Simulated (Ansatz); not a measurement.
# MnO (Manganosite): the cost of one run

Program: Ansatz 0.2.0. Level of theory: DFT PBE+U (U_eff = 3.9 eV on Mn 3d), scalar-relativistic, plane waves, PAW. These are calculated values, not measurements.

## (1) The system as given

Symmetry: Fm-3m, No. 225, cubic system. Conventional cell: a = 4.533 Å, b = 4.533 Å, c = 4.533 Å, α = 90.00°, β = 90.00°, γ = 90.00°. Mn (site symmetry m-3m) has 6 O at 2.27 Å as nearest neighbours. Around O (site symmetry m-3m) lie 6 Mn at 2.27 Å.

Coordinates:

```xyz
2
Lattice="0.0000 2.2665 2.2665 2.2665 0.0000 2.2665 2.2665 2.2665 0.0000" Properties=species:S:1:pos:R:3 pbc="T T T"
Mn    0.0000    0.0000    0.0000
O     2.2665    2.2665    2.2665
```

An earlier run at PBE+U (U_eff = 3.9 eV on Mn 3d) left this cell at 11.642 Å³/atom and 0.00 GPa (12×12×12 mesh).

## (2) Coarse mesh, to find the state of the open shells

Contents of input.yaml:

```yaml
crystal:
  lattice:
    - [-2.2664522252, -2.2664522252, 4.5329044504]
    - [-4.5329044504, -2.2664522252, 2.2664522252]
    - [-2.2664522252, -4.5329044504, 2.2664522252]
  atoms:
    - { symbol: Mn, position: [0.0, 0.0, 0.0], spin: 5.0 }
    - { symbol: O, position: [1.25, -0.75, -0.75] }
    - { symbol: Mn, position: [0.5, 0.5, 0.5], spin: 5.0 }
    - { symbol: O, position: [1.75, -0.25, -0.25] }
basis:
  ecutwfc: 420
  ecutrho_ratio: 4
kpoints:
  mp_grid: { grid: [5, 5, 5] }
hamiltonian:
  xc: pbe
  hubbard: { sites: [{ species: Mn, l: d, u_eff: 3.9 }] }
scf:
  occupations: { method: gaussian, width: 0.05 }
output:
  forces: true
  stress: true
  eigenvalues: true
  populations: true
  hubbard: { sites: [{ species: Mn, l: d }] }
magnetization:
  spin_polarized: true
```

The run is started by

```console
> ansatz run input.yaml --threads 4 --pin off --max-ram 10240MiB --backend cpu --events-out ev --progress --plain --runs-dir out
```

What time and memory should one allow on 4 threads of Intel Xeon at 2.50GHz (Skylake/Cascade Lake), shared host?

About 4.7 s, with a peak of 0.41 GiB.
